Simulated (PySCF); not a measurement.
**The bond of BeSi, level by level**

An exercise on one series of results from a longer session: the logs are not shown, and one member is left open.

The runs use PySCF 2.14.0; Be aug-cc-pVDZ, Si aug-cc-pV(D+d)Z, no relativity.

Set-up of the first run:

Settings of the job:

```yaml
atoms: Be, Si
charge: 0
basis: Be aug-cc-pVDZ, Si aug-cc-pV(D+d)Z
Hamiltonian: no relativity
basis_functions: 55
electrons_treated: 18
masses_in_u: 9.0122, 27.9769
levels: PBE0, PBE, r²SCAN, BHandHLYP, revPBE, M06, HF, MP2, SCS-MP2, CCSD, CCSD(T)
grid: 80 radial by 434 angular points
occupations: held fixed by the projection of orbital angular momentum
dissociation_limit: Be + Si, each in its ground configuration
starting_distance_in_angstrom: 2.075
values_of_2S_to_try: 0, 2
```

Started as:

```sh
$ OMP_NUM_THREADS=1 python dia.py task.json out
```

Steps of the session up to this table: Set-up; The PBE0 curve of the state that the search chose; Higher solutions at PBE0; PBE (GGA); r²SCAN (meta-GGA); BHandHLYP (global hybrid GGA); revPBE (GGA); M06 (hybrid meta-GGA); ROHF; Correlated methods on the Hartree–Fock reference.

One table of the session follows, with a row left open; its other results are not shown here.

Energy (eV) from each level's lowest point:

```
R (Å)   ROHF  ROHF-MP2  ROHF-SCS-MP2  ROHF-CCSD  ROHF-CCSD(T)
1.830  0.571     0.658         0.666        n/a           n/a
1.915  0.262     0.307         0.317      0.334         0.330
2.000  0.090     0.104         0.113      0.130         0.122
2.064  0.026     0.026         0.032      0.046         0.038
2.128  0.000     0.000         0.000      0.006         0.001
2.192  0.000     0.014         0.006      0.000         0.000
2.277      ?         ?             ?          ?             ?
2.383  0.077     0.204         0.160      0.107         0.133
2.511  0.147     0.374         0.304      0.228         0.276
2.681  0.232     0.586         0.485        n/a           n/a
```

**Question.** Estimate the row for R (Å) = 2.277.

Worked estimate for «ROHF». A straight line through the neighbours (2.192, 0.000) and (2.383, 0.077) gives 0.000 + (0.077 − 0.000) × (2.277 − 2.192) / (2.383 − 2.192) = 0.034; a parabola fitted to 4 rows on both sides gives 0.029.

The run gave: ROHF: 0.025; ROHF-MP2: 0.079; ROHF-SCS-MP2: 0.056; ROHF-CCSD: 0.030; ROHF-CCSD(T): 0.040. In «ROHF» the line misses by +0.009 and the parabola by +0.004.
